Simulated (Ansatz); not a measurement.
# HgPt: the cost of one run

Method: DFT LDA, scalar-relativistic, in Ansatz 0.2.0.

**1. The structure to begin with**

It takes space group P4/mmm (No. 123, tetragonal). The conventional cell has a = 2.971 Å, b = 2.971 Å, c = 3.825 Å, α = 90.00°, β = 90.00°, γ = 90.00°. Hg (site symmetry 4/mmm) is surrounded by 8 Pt at 2.84 Å and 4 Hg at 2.97 Å. Pt (site symmetry 4/mmm) is surrounded by 8 Hg at 2.84 Å and 4 Pt at 2.97 Å.

Structure file:

```
Hg Pt
1.0
     2.97100    0.00000    0.00000
     0.00000    2.97100    0.00000
     0.00000    0.00000    3.82500
Hg Pt
1 1
Direct
  0.00000 0.00000 0.00000
  0.50000 0.50000 0.50000
```

Atoms are numbered in the order of the input: Hg1, Pt2.

**2. Volume × 0.94, LAPW**

The input, input.yaml:

```yaml
crystal:
  lattice:
    - [2.910350329, 0.0, 0.0]
    - [0.0, 2.910350329, 0.0]
    - [0.0, 0.0, 3.7469168658]
  atoms:
    - { symbol: Hg, position: [0.0, 0.0, 0.0] }
    - { symbol: Pt, position: [0.5, 0.5, 0.5] }
kpoints:
  mp_grid: { grid: [12, 12, 10] }
  band_path:
    path:
      - [0.0, 0.0, 0.0]
      - [0.0, 0.5, 0.0]
      - [0.5, 0.5, 0.0]
      - [0.0, 0.0, 0.0]
      - [0.0, 0.0, 0.5]
      - [0.0, 0.5, 0.5]
      - [0.5, 0.5, 0.5]
      - [0.0, 0.0, 0.5]
      - [0.0, 0.5, 0.0]
    npoints: 5
scf:
  occupations: { method: fermi_dirac, width: 0.03 }
hamiltonian:
  xc: lda
  pseudopotentials: { kind: all_electron, lapw: { basis_error: 0.0005 } }
output:
  forces: true
  stress: true
  eigenvalues: true
```

Launch:

```bash
> ansatz run input.yaml --threads 1 --pin off --max-ram 3072MiB --backend cpu --events-out ev --progress --plain --runs-dir out
```

What time and memory should one allow on 1 thread of Intel Xeon Platinum 8488C (Sapphire Rapids), shared host?

About 81 s, with a peak of 0.93 GiB.
